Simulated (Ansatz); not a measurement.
# C2H4OSi: how energies converge with the basis set

An exercise on one series of results from a longer session: the logs are not shown, and one member is left open.

Method: one geometry, several basis sets; program: Ansatz 0.2.0, Gaussian basis.

Plan: PBE0-D4/def2-SVP; ωB97M-V/def2-SVP; PBE0-D4/def2-QZVPP; ωB97M-V/def2-QZVPP; the functionals' def2-TZVPP values are taken from earlier runs.

## The geometry

An earlier PBE0-D4 in a triple-zeta def2 set relaxation fixed the geometry.

SMILES `C#CO[SiH3]`, 8 atoms, charge 0, spin multiplicity 1.

Atoms are counted from 1 here; the program's logs count them from 0.

Bond lengths: C1–C2 1.199 Å, C1–H5 1.062 Å, C2–O3 1.291 Å, O3–Si4 1.682 Å, Si4–H6 1.477 Å, Si4–H7 1.481 Å, Si4–H8 1.481 Å. Angles: C2–C1–H5 179.4°, C1–C2–O3 179.0°, C2–O3–Si4 122.2°, O3–Si4–H6 104.1°, O3–Si4–H7 109.1°, O3–Si4–H8 109.1°, H6–Si4–H7 111.8°, H6–Si4–H8 111.9°, H7–Si4–H8 110.5°.

Set-up of the first run:

Contents of in.yaml:

```yaml
crystal:
  periodic: [false, false, false]
  atoms:
    - {symbol: C, position_ang: [0.080547, 0.633882, -2.197625]}
    - {symbol: C, position_ang: [0.194648, 0.709231, -1.006576]}
    - {symbol: O, position_ang: [0.324850, 0.811445, 0.274210]}
    - {symbol: Si, position_ang: [-0.051535, -0.454086, 1.315913]}
    - {symbol: H, position_ang: [-0.017231, 0.576755, -3.253821]}
    - {symbol: H, position_ang: [0.237913, 0.086890, 2.659318]}
    - {symbol: H, position_ang: [0.805329, -1.618483, 0.994299]}
    - {symbol: H, position_ang: [-1.482321, -0.802735, 1.158582]}
basis:
  gaussian: {orbitals: def2-SVP}
hamiltonian: {xc: pbe0, dispersion: d4}
output: {orbitals: {seedname: orbitals}}
```

Launch:

```
$ ansatz run in.yaml --threads 2 --pin off --events-out ev --progress --plain --max-ram 4352MiB
```

Among the steps run: PBE0-D4 in def2-SVP; ωB97M-V in def2-SVP; PBE0-D4 in def2-QZVPP; ωB97M-V in def2-QZVPP.

One table of the session follows, with a row left open; its other results are not shown here.

It belongs to the step «Functionals by basis». 

```
functional       basis  HOMO (eV)  LUMO (eV)
   PBE0-D4    def2-SVP      -7.22       0.07
   PBE0-D4  def2-TZVPP      -7.30      -0.38
   PBE0-D4  def2-QZVPP      -7.33      -0.51
   ωB97M-V    def2-SVP      -9.47       2.05
   ωB97M-V  def2-TZVPP          ?          ?
   ωB97M-V  def2-QZVPP      -9.60       0.98
```

Estimate the missing values for ωB97M-V, def2-TZVPP.

As computed: HOMO (eV): -9.58; LUMO (eV): 1.34. In the column «HOMO (eV)» it lies between ωB97M-V, def2-QZVPP (-9.60) and ωB97M-V, def2-SVP (-9.47).
